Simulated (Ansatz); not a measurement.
**CH4F2SeSi: how energies converge with the basis set**

One table from this session's results is given with a row withheld; the runs are named, their logs left out.

Program: Ansatz 0.2.0, Gaussian basis. Level of theory: one geometry, several basis sets. These are calculated values, not measurements.

The runs, in order: PBE0-D4/def2-SVP; ωB97M-V/def2-SVP; PBE0-D4/def2-QZVPP; ωB97M-V/def2-QZVPP; the functionals' def2-TZVPP values are taken from earlier runs.

### The geometry

All runs share one geometry, relaxed beforehand with PBE0-D4 in a triple-zeta def2 set.

SMILES `FC[SiH](F)[SeH]`, 9 atoms, charge 0, spin multiplicity 1.

Atoms are counted from 1 here; the program's logs count them from 0.

Bond lengths: F1–C2 1.388 Å, C2–Si3 1.882 Å, C2–H6 1.095 Å, C2–H7 1.096 Å, Si3–F4 1.595 Å, Si3–Se5 2.262 Å, Si3–H8 1.479 Å, Se5–H9 1.470 Å. Angles: F1–C2–Si3 110.7°, F1–C2–H6 108.7°, F1–C2–H7 108.5°, Si3–C2–H6 110.0°, Si3–C2–H7 111.0°, H6–C2–H7 107.8°, C2–Si3–F4 108.0°, C2–Si3–Se5 109.2°, C2–Si3–H8 112.9°, F4–Si3–Se5 112.1°, F4–Si3–H8 108.3°, Se5–Si3–H8 106.4°, Si3–Se5–H9 92.8°.

Set-up of the first run:

Contents of in.yaml:

```yaml
crystal:
  periodic: [false, false, false]
  atoms:
    - {symbol: F, position_ang: [-0.139742, -0.416360, 2.229158]}
    - {symbol: C, position_ang: [0.087531, 0.342543, 1.089290]}
    - {symbol: Si, position_ang: [-0.407339, -0.611861, -0.455550]}
    - {symbol: F, position_ang: [0.439857, -1.963344, -0.491980]}
    - {symbol: Se, position_ang: [-0.034688, 0.675117, -2.278134]}
    - {symbol: H, position_ang: [-0.494671, 1.267733, 1.160994]}
    - {symbol: H, position_ang: [1.148559, 0.615316, 1.059838]}
    - {symbol: H, position_ang: [-1.843572, -0.962440, -0.478807]}
    - {symbol: H, position_ang: [1.332665, 1.006994, -1.851810]}
basis:
  gaussian: {orbitals: def2-SVP}
hamiltonian: {xc: pbe0, dispersion: d4}
output: {orbitals: {seedname: orbitals}}
```

Among the steps run: PBE0-D4 in def2-SVP; ωB97M-V in def2-SVP; PBE0-D4 in def2-QZVPP; ωB97M-V in def2-QZVPP.

One of the session's tables, all rows but one given; the rest of the session is left out.

It belongs to the step «Density functionals: the series». 

| functional | basis | HOMO (eV) | LUMO (eV) |
| --- | --- | --- | --- |
| PBE0-D4 | def2-SVP | -7.53 | -0.01 |
| PBE0-D4 | def2-TZVPP | -7.64 | -0.28 |
| PBE0-D4 | def2-QZVPP | ? | ? |
| ωB97M-V | def2-SVP | -9.69 | 1.99 |
| ωB97M-V | def2-TZVPP | -9.82 | 1.55 |
| ωB97M-V | def2-QZVPP | -9.84 | 1.14 |

**Question.** Estimate the row for PBE0-D4, def2-QZVPP.

The run gave: HOMO (eV): -7.66; LUMO (eV): -0.44. In the column «HOMO (eV)» it lies between ωB97M-V, def2-SVP (-9.69) and PBE0-D4, def2-TZVPP (-7.64).
